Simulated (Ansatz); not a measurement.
# TiH4: what a guessed cell relaxes into

Where does this trial cell of TiH4 go when cell and atoms are let free?

Method: DFT PBE, scalar-relativistic, plane waves, PAW, in Ansatz 0.2.0.

2 further runs of the same task are left out: 1 that didn't finish, 1 set aside as unsound or not needed.

**1. The structure to begin with**

Symmetry: P6/mmm, No. 191, hexagonal system. Conventional cell: a = 3.714 Å, b = 3.714 Å, c = 4.381 Å, α = 90.00°, β = 90.00°, γ = 120.00°. Around Ti (site symmetry 6/mmm) lie 2 H at 1.73 Å. H (site symmetry 6mm) has 1 H at 0.91 Å as nearest neighbours. H (site symmetry -6m2) has 9 H at 2.14 to 2.19 Å as nearest neighbours.

As a file:

```
CELL_PARAMETERS angstrom
3.71395 0.00000 0.00000
-1.85698 3.21638 0.00000
0.00000 0.00000 4.38058
ATOMIC_POSITIONS crystal
Ti 0.00000 0.00000 0.50000
H 0.00000 0.00000 0.89583
H 0.00000 0.00000 0.10417
H 0.33333 0.66667 0.00000
H 0.66667 0.33333 0.00000
```

A structure generator made this guess: random cell by space group and Wyckoff sites (P6/mmm, No. 191). The dimensions are guesses.

**2. The guess as it stands, on a coarse mesh**

Input file input.yaml:

```yaml
crystal:
  lattice:
    - [3.71395031, 0.0, 0.0]
    - [-1.85697515, 3.21637531, 0.0]
    - [0.0, 0.0, 4.38057981]
  atoms:
    - { symbol: Ti, position: [0.0, 0.0, 0.5] }
    - { symbol: H, position: [0.0, 0.0, 0.8958328] }
    - { symbol: H, position: [0.0, 0.0, 0.1041672] }
    - { symbol: H, position: [0.33333333, 0.66666667, 0.0] }
    - { symbol: H, position: [0.66666667, 0.33333333, 0.0] }
basis:
  ecutwfc: 420
kpoints:
  mp_grid: { grid: [6, 6, 4] }
hamiltonian:
  xc: pbe
scf:
  occupations: { method: gaussian, width: 0.1 }
  lower_state_search: "off"
output:
  forces: true
  stress: true
  eigenvalues: true
```

Started as:

```bash
ansatz run input.yaml --threads 1 --pin off --max-ram 2048MiB --backend cpu --events-out ev --progress --plain --runs-dir out
```

The session goes on with these runs: rough relaxation on the coarse mesh; spin check on a coarse mesh; final relaxation; the kicked end on a coarse mesh; a loose first relaxation (after the kick); spin check on a coarse mesh (after the kick); full relaxation (after the kick).

What does the calculation give? Wanted: conventional cell; volume; energy over the elements; gap on the mesh.

**Answer**, as computed:

| quantity | value |
| --- | --- |
| symmetry at the first end (tolerance 0.05 Å) | space group P6/mmm (No. 191) |
| conventional cell | a = 2.911 Å, b = 2.911 Å, c = 4.419 Å, α = 90.00°, β = 90.00°, γ = 120.00° |
| volume | 6.49 Å³/atom |
| energy over the elements (uncorrected; H, N, O, F and Cl as molecules) | +1.01 eV/atom |
| gap on the mesh | none (metal) |

The space group P6/mmm (No. 191) is kept, and the volume per atom shrinks by 38.0 % from the first guess. The formation energy is positive, so the separate elements lie lower. No finished test with a distortion of lower symmetry is shown, so the end may be a saddle point. Other magnetic orders were not searched.
